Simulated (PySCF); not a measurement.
# C₃H₄Cl₂OSi: magnetic properties

Wanted: magnetic properties for C₃H₄Cl₂OSi (`O=C(Cl)/C([SiH3])=C\Cl`).

Computed with PySCF 2.14.0 and routines of our own; the level stands in each step. Atoms count from 0.

## Step 1: The starting structure

11 atoms, charge 0, multiplicity 1; geometry from: GFN2-xTB.

## Step 2: Magnetic properties: GIAO PBE/pcSseg-1

Job settings and geometry (Å):

```
{"job": {"kind": "mag", "xc": "PBE", "basis": "pcSseg-1", "isotopologues": 2}, "charge": 0, "multiplicity": 1}
O      1.585378     2.012720     0.558905
C      0.579267     1.438918     0.296714
Cl    -0.924335     2.381026     0.100180
C      0.322041     0.028809     0.086765
Si    -1.407046    -0.502302    -0.491410
C      1.286402    -0.874949     0.307734
Cl     2.861360    -0.544427     0.855172
H     -1.714324     0.156441    -1.755424
H     -2.376418    -0.215190     0.559745
H     -1.308005    -1.950707    -0.693192
H      1.101105    -1.927668     0.148848
```

Level: GIAO PBE/pcSseg-1 magnetisability, rotational g tensor and spin-rotation constants, non-relativistic, gas phase.

The run is started by

```
$ OMP_NUM_THREADS=1 python excited_run.py task.json out
```

The driver reads the jobs from task.json and runs them one after another.

Standard output:

```text
coarse grid: 11696 points
cycle   1  E = -1400.7995197533  dE =  9.270e-01  |g| = 8.559e-01  |ddm| = 3.397e+00
cycle   2  E = -1399.2908030214  dE =  1.509e+00  |g| = 2.686e+00  |ddm| = 3.402e+00
cycle   3  E = -1400.9035207014  dE = -1.613e+00  |g| = 3.835e-01  |ddm| = 3.106e+00
cycle   4  E = -1400.9328169467  dE = -2.930e-02  |g| = 2.100e-01  |ddm| = 6.757e-01
cycle   5  E = -1400.9424745530  dE = -9.658e-03  |g| = 7.512e-02  |ddm| = 2.510e-01
cycle   6  E = -1400.9435791051  dE = -1.105e-03  |g| = 4.011e-02  |ddm| = 9.460e-02
cycle   7  E = -1400.9439823525  dE = -4.032e-04  |g| = 9.841e-03  |ddm| = 4.361e-02
cycle   8  E = -1400.9440085955  dE = -2.624e-05  |g| = 2.245e-03  |ddm| = 1.475e-02
cycle   9  E = -1400.9440096158  dE = -1.020e-06  |g| = 1.059e-03  |ddm| = 3.876e-03
final grid: 101744 points
cycle  10  E = -1401.0101506200  dE =  1.058e-05  |g| = 1.839e-02  |ddm| = 3.298e-02
cycle  11  E = -1401.0095733872  dE =  5.772e-04  |g| = 5.693e-02  |ddm| = 5.576e-02
cycle  12  E = -1401.0102093839  dE = -6.360e-04  |g| = 3.885e-03  |ddm| = 4.703e-02
cycle  13  E = -1401.0102122975  dE = -2.914e-06  |g| = 1.619e-03  |ddm| = 5.976e-03
cycle  14  E = -1401.0102129919  dE = -6.944e-07  |g| = 3.274e-04  |ddm| = 2.431e-03
cycle  15  E = -1401.0102130181  dE = -2.618e-08  |g| = 1.053e-04  |ddm| = 4.475e-04
cycle  16  E = -1401.0102130205  dE = -2.397e-09  |g| = 3.860e-05  |ddm| = 1.280e-04
cycle  17  E = -1401.0102130209  dE = -4.165e-10  |g| = 9.424e-06  |ddm| = 5.064e-05
converged SCF energy = -1401.0102130209

Magnetisability tensor (1e-30 J/T^2)
    -1184.38       37.31       29.47
       37.31    -1087.31       18.62
       29.47       18.62    -1273.56
isotropic -1181.75   principal values   -1282.70  -1191.63  -1070.92
isotropic susceptibility -71.167 1e-6 cm^3/mol

Inertial axes            a          b          c
rot. const./GHz      2.1710     1.0255     0.7038
chi total           -71.725    -64.593    -77.183
chi diamagnetic    -651.277  -1163.867  -1676.099
chi paramagnetic    579.552   1099.275   1598.916
quadrupole/D A        1.642     -2.032      0.390
g nuclear            0.5499     0.5078     0.5173
g electronic        -0.5911    -0.5296    -0.5286
g total             -0.0412    -0.0218    -0.0113

Spin-rotation constants (kHz, H = +C I.J)
atom  isotope        aa         bb         cc
  2   35Cl        0.518      0.632      0.369
  6   35Cl        0.903      0.432      0.158
  7     1H       -0.096     -0.092     -0.002
  8     1H       -0.112     -0.093      0.004
  9     1H       -0.144      0.022     -0.072
 10     1H       -0.185      0.081     -0.074
  0    17O*      -1.308     -0.813     -0.099
  1    13C*       1.037      0.354      0.217
  3    13C*       0.761      0.472      0.134
  4   29Si*      -1.172     -0.560     -0.415
  5    13C*       0.865      0.501      0.132
* in the singly substituted isotopologue

Isotopologues: g along a, b, c
2H    at 7,8,9,10          -0.0378    -0.0212    -0.0109
18O   at 0                 -0.0399    -0.0218    -0.0112
```

Run time: 36 s. Hardware: 1 thread of Arm Neoverse V1, shared host; peak memory 0.56 GiB.

Key values:

```csv
quantity,value
magnetisability,-1182·10⁻³⁰ J/T²
molar susceptibility,-71.2·10⁻⁶ cm³/mol
"rotational g (a, b, c)","-0.0412, -0.0218, -0.0113"
```

The fields below are evaluated on a grid from the run's orbitals.

Frontier orbitals at PBE/pcSseg-1, with the share of their density that lies nearest to each atom:

```csv
orbital,energy (eV),lies on
HOMO,-6.88,O0 51 %; Cl2 22 %; Cl6 13 %
LUMO,-3.49,C5 29 %; C1 20 %; O0 17 %
```

ELF in a plane through or near 9 of the atoms.

Values, 10 rows by 14 columns:
```
0.00 0.00 0.00 0.00 0.00 0.00 0.00 0.00 0.00 0.00 0.00 0.00 0.00 0.00
0.00 0.00 0.00 0.00 0.00 0.00 0.00 0.00 0.00 0.00 0.00 0.00 0.00 0.00
0.00 0.00 0.08 0.24 0.02 0.60 0.96 0.01 0.43 0.97 0.45 0.00 0.00 0.00
0.00 0.10 0.68 0.90 0.42 0.91 0.99 0.05 0.96 1.00 0.92 0.05 0.00 0.00
0.00 0.11 0.74 0.72 0.59 0.40 0.72 0.47 0.21 0.18 0.28 0.04 0.00 0.00
0.00 0.05 0.49 0.71 0.15 0.15 0.50 0.78 0.36 0.10 0.43 0.08 0.00 0.00
0.00 0.00 0.00 0.43 0.89 0.73 0.46 0.25 0.36 0.06 0.05 0.01 0.00 0.00
0.00 0.00 0.00 0.40 0.88 0.62 0.25 0.22 0.31 0.68 0.03 0.00 0.00 0.00
0.00 0.00 0.00 0.01 0.14 0.01 0.41 0.89 0.79 0.23 0.01 0.00 0.00 0.00
0.00 0.00 0.00 0.00 0.00 0.00 0.04 0.18 0.11 0.00 0.00 0.00 0.00 0.00
```
The map spans 11.0 Å across and 10.2 Å up, centred on the molecule. Atoms in the plane (x, y in Å): O0 (-1.9, -1.8), C1 (-0.8, -1.4), Cl2 (0.6, -2.5), C3 (-0.3, 0.0), Si4 (1.5, 0.3), C5 (-1.2, 1.0), Cl6 (-2.9, 0.9), H9 (1.7, 1.8), H10 (-0.8, 2.1).

On the surface of density 0.002 e/bohr³ the electrostatic potential runs, from the 1st to the 99th percentile, from -1.19 V near O0 to 1.50 V near H10.

## Step 3: Magnetic properties: GIAO BHandHLYP/pcSseg-1

Settings changed since step 2:

```diff
@@ -1,2 +1,2 @@
-{"job": {"kind": "mag", "xc": "PBE", "basis": "pcSseg-1", "isotopologues": 2}, "charge": 0, "multiplicity": 1}
+{"job": {"kind": "mag", "xc": "BHandHLYP", "basis": "pcSseg-1", "scf": {"level_shift": 0.1, "aux": "def2-universal-jkfit"}}, "charge": 0, "multiplicity": 1}
 O      1.585378     2.012720     0.558905
```

Level: GIAO BHandHLYP/pcSseg-1 magnetisability, rotational g tensor and spin-rotation constants, non-relativistic, gas phase.

Standard output:

```text
final grid: 101744 points
cycle   1  E = -1401.4194360428  dE =  1.249e+00  |g| = 9.228e-01  |ddm| = 3.193e+00
cycle   2  E = -1401.3322031042  dE =  8.723e-02  |g| = 1.253e+00  |ddm| = 1.845e+00
cycle   3  E = -1401.6135804298  dE = -2.814e-01  |g| = 1.586e-01  |ddm| = 9.024e-01
cycle   4  E = -1401.6195374789  dE = -5.957e-03  |g| = 5.190e-02  |ddm| = 2.400e-01
cycle   5  E = -1401.6201907044  dE = -6.532e-04  |g| = 1.027e-02  |ddm| = 5.959e-02
cycle   6  E = -1401.6202366637  dE = -4.596e-05  |g| = 4.523e-03  |ddm| = 2.178e-02
cycle   7  E = -1401.6202464317  dE = -9.768e-06  |g| = 1.552e-03  |ddm| = 8.628e-03
cycle   8  E = -1401.6202482524  dE = -1.821e-06  |g| = 6.569e-04  |ddm| = 4.532e-03
cycle   9  E = -1401.6202485794  dE = -3.270e-07  |g| = 3.206e-04  |ddm| = 1.894e-03
cycle  10  E = -1401.6202486269  dE = -4.747e-08  |g| = 1.012e-04  |ddm| = 6.930e-04
cycle  11  E = -1401.6202486333  dE = -6.401e-09  |g| = 3.161e-05  |ddm| = 2.758e-04
cycle  12  E = -1401.6202486340  dE = -7.008e-10  |g| = 1.087e-05  |ddm| = 8.318e-05
level shift removed, Fock matrix diagonalised once more
converged SCF energy = -1401.6202486340

Magnetisability tensor (1e-30 J/T^2)
    -1220.42       41.40       31.85
       41.40    -1119.94       22.40
       31.85       22.40    -1320.65
isotropic -1220.34   principal values   -1330.43  -1230.18  -1100.40
isotropic susceptibility -73.491 1e-6 cm^3/mol

Inertial axes            a          b          c
rot. const./GHz      2.1710     1.0255     0.7038
chi total           -74.061    -66.346    -80.065
chi diamagnetic    -652.241  -1165.128  -1677.549
chi paramagnetic    578.180   1098.782   1597.484
quadrupole/D A        1.199     -1.971      0.772
g nuclear            0.5499     0.5078     0.5173
g electronic        -0.5897    -0.5294    -0.5282
g total             -0.0398    -0.0216    -0.0108

Spin-rotation constants (kHz, H = +C I.J)
atom  isotope        aa         bb         cc
  2   35Cl        0.355      0.589      0.344
  6   35Cl        0.716      0.381      0.143
  7     1H       -0.101     -0.094     -0.003
  8     1H       -0.116     -0.095      0.003
  9     1H       -0.150      0.020     -0.073
 10     1H       -0.194      0.084     -0.075
  0    17O*      -1.437     -0.870     -0.080
  1    13C*       1.087      0.344      0.204
  3    13C*       0.724      0.488      0.121
  4   29Si*      -1.136     -0.542     -0.398
  5    13C*       0.863      0.538      0.123
* in the singly substituted isotopologue
```

Run time: 23 s. Hardware: 1 thread of Arm Neoverse V1, shared host; peak memory 0.78 GiB.

Key values:

```csv
quantity,value
magnetisability,-1220·10⁻³⁰ J/T²
molar susceptibility,-73.5·10⁻⁶ cm³/mol
"rotational g (a, b, c)","-0.0398, -0.0216, -0.0108"
```

## Step 4: The levels compared

```csv
level,ξ (10⁻³⁰ J/T²),g(a),g(b),gap (eV),functions,time
GIAO PBE/pcSseg-1,-1182,-0.0412,-0.0218,3.39,160,36 s
GIAO BHandHLYP/pcSseg-1,-1220,-0.0398,-0.0216,7.86,160,23 s
```

## Step 5: What came out

| quantity | value |
| --- | --- |
| magnetisability (step 2, GIAO PBE/pcSseg-1) | -1182·10⁻³⁰ J/T² |
| molar susceptibility (step 2, GIAO PBE/pcSseg-1) | -71.2·10⁻⁶ cm³/mol |
| rotational g (a, b, c) (step 2, GIAO PBE/pcSseg-1) | -0.0412, -0.0218, -0.0113 |
| surface potential, 1st and 99th percentile | -1.19 V and 1.50 V |
| magnetisability over the levels | -1220 to -1182·10⁻³⁰ J/T² |

What this shows: At PBE/pcSseg-1, counted by nearest atom on the grid, the HOMO lies on O0 51 %; Cl2 22 %, the LUMO on C5 29 %; C1 20 %. The magnetisability spreads by 3.2 % over 2 levels, from GIAO BHandHLYP/pcSseg-1 (23 s) to GIAO PBE/pcSseg-1 (36 s); the runs took 23 s to 36 s. Two levels can agree by chance, so this spread shows no convergence. Vibrational averaging and real surroundings are missing from these values.
